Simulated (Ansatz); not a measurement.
The system is Ag3Au.

```
Au Ag
1.0
    -2.05950    2.05950    4.09760
     2.05950   -2.05950    4.09760
     2.05950    2.05950   -4.09760
Au Ag
1 3
Direct
  0.00000 0.00000 0.00000
  0.50000 0.50000 0.00000
  0.25000 0.75000 0.50000
  0.75000 0.25000 0.50000
```

The cell comes from a database or a generator and needn't be the stable form of this composition.

Base run:

- Program: Ansatz 0.2.0
- Functional: LDA
- Potentials or basis: all-electron LAPW, scalar-relativistic
- Cutoff: 223 eV (chosen from the basis error)
- Basis error allowed: 0.002 eV/atom
- k mesh: 9 × 9 × 9
- Occupations: fermi-dirac, width 0.05 eV
- Spin: no spin polarisation

Its results: pressure -9.3 GPa.

**Question.** The run is repeated on the same cell with these changes: functional from LDA to PBEsol. What comes out?

**Answer.** Pressure -4.7 GPa.

PBEsol binds less tightly than LDA, so the same cell stands under more pressure.
